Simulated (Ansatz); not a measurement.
# C2H6O2Si: rigid torsion scan in Python

A script is to give a rigid torsion scan; the system is C2H6O2Si. SMILES: OCC1O[SiH2]1.

All numbers are computed with Ansatz 0.2.0, driven from Python. Level of theory: r2SCAN/6-31G*.

## 1. The system

Bond lengths: O1–C2 1.367 Å, C2–C3 1.448 Å, C3–O4 1.440 Å, C3–Si5 1.839 Å, O4–Si5 1.661 Å, O1–H6 0.988 Å, C2–H7 1.074 Å, C2–H8 1.093 Å, C3–H9 1.085 Å, Si5–H10 1.494 Å, Si5–H11 1.500 Å. Angles (14 of 20 angles, heavy atoms first): O1–C2–C3 106.6°, C2–C3–O4 119.4°, C2–C3–Si5 121.6°, O4–C3–Si5 59.4°, C3–O4–Si5 72.3°, C3–Si5–O4 48.3°, O1–C2–H7 109.7°, O1–C2–H8 107.7°, C3–C2–H7 112.5°, C3–C2–H8 108.9°, C2–O1–H6 110.4°, C2–C3–H9 116.9°, O4–C3–H9 111.6°, Si5–C3–H9 115.0°.

The script holds or builds the structure itself.

## 2. The script

File torsion_c2h6o2si.py:

```python
'''Rigid torsion scan of C2H6O2Si.'''

import logging
import sys

import ansatz as az
from ase import Atoms

logging.basicConfig(stream=sys.stdout, format='%(levelname)s:%(name)s:%(message)s')
logger = logging.getLogger('run')
logger.setLevel(logging.INFO)

SETTINGS = {
    'basis_set': '6-31G*',
    'xc': 'r2scan',
    'fmax': 0.02,
}


def main() -> None:
    atoms = Atoms(['O', 'C', 'C', 'O', 'Si', 'H', 'H', 'H', 'H', 'H', 'H'], positions=[
        [-1.1283, 1.5538, -1.0208],
        [-0.8383, 0.2322, -0.8254],
        [0.4632, 0.1826, -0.1935],
        [0.569, 0.3958, 1.2268],
        [0.9381, -1.1955, 0.9271],
        [-1.0551, 2.0518, -0.171],
        [-1.605, -0.2219, -0.2254],
        [-0.7729, -0.2422, -1.8075],
        [1.2866, 0.6428, -0.7295],
        [2.3521, -1.3712, 1.3754],
        [-0.1441, -2.0853, 1.4643],
    ])

    # start the scan from a relaxed geometry
    first = (
        az.Crystal.molecule_from_ase(atoms).calculation()
        .basis(gaussian=SETTINGS['basis_set'])
        .functional(SETTINGS['xc'])
        .relax(force_tolerance=SETTINGS['fmax'], max_steps=80)
    )
    atoms.positions = first.run().report['positions_ang']

    start = atoms.get_dihedral(3, 2, 1, 0)
    energies = {}
    for turn in range(0, 360, 30):
        turned = atoms.copy()
        turned.set_dihedral(3, 2, 1, 0, start + turn, indices=[0, 1, 5, 6, 7])
        model = (
            az.Crystal.molecule_from_ase(turned).calculation()
            .basis(gaussian=SETTINGS['basis_set'])
            .functional(SETTINGS['xc'])
        )
        energies[round((start + turn) % 360)] = model.run().report['free_energy_ev']
    floor = min(energies.values())
    logger.info('dihedral O3-C2-C1-O0 (deg)   E - E(min) (eV)')
    for angle, e in sorted(energies.items()):
        logger.info(f'{angle:8d} {(e - floor):14.3f}  ' + '#' * int(30 * (e - floor) / max(max(energies.values()) - floor, 1e-9)))


if __name__ == '__main__':
    main()
```

## 3. The calls as engine input

The package turns the script's settings into the engine's input (first run):

```yaml
crystal:
  periodic: [false, false, false]
  atoms:
    - { symbol: O, position_ang: [-1.1283, 1.5538, -1.0208] }
    - { symbol: C, position_ang: [-0.8383, 0.2322, -0.8254] }
    - { symbol: C, position_ang: [0.4632, 0.1826, -0.1935] }
    - { symbol: O, position_ang: [0.569, 0.3958, 1.2268] }
    - { symbol: Si, position_ang: [0.9381, -1.1955, 0.9271] }
    - { symbol: H, position_ang: [-1.0551, 2.0518, -0.171] }
    - { symbol: H, position_ang: [-1.605, -0.2219, -0.2254] }
    - { symbol: H, position_ang: [-0.7729, -0.2422, -1.8075] }
    - { symbol: H, position_ang: [1.2866, 0.6428, -0.7295] }
    - { symbol: H, position_ang: [2.3521, -1.3712, 1.3754] }
    - { symbol: H, position_ang: [-0.1441, -2.0853, 1.4643] }
basis:
  gaussian:
    orbitals: "6-31G*"
hamiltonian:
  xc: r2scan
relax:
  f_tol: 0.02
  max_steps: 80
```

## 4. Running it

The run is started by

```
> python torsion_c2h6o2si.py
```

Without the output at hand: what should come out? Wanted: range of energy; lowest point, turn.

As calculated:

| quantity | value |
| --- | --- |
| runs compared | 12 |
| range of energy | 0.406 eV |
| lowest point, turn (°) | 0 |

In words: The lowest point lies at a turn of 0°, the highest 0.406 eV (39.2 kJ/mol) above it at 300°. The grid can miss the true lowest and highest points, and the rest of the molecule is held rigid. Run 0: The relaxation took 6 moves; the largest shift is 0.196 Å, of atom 6 (H). The scan is rigid and the energies are electronic, in a modest basis. With rigid groups the curve can differ much from the relaxed path, the start wasn't checked as a minimum of this torsion, and equivalent turns needn't return to the same energy.
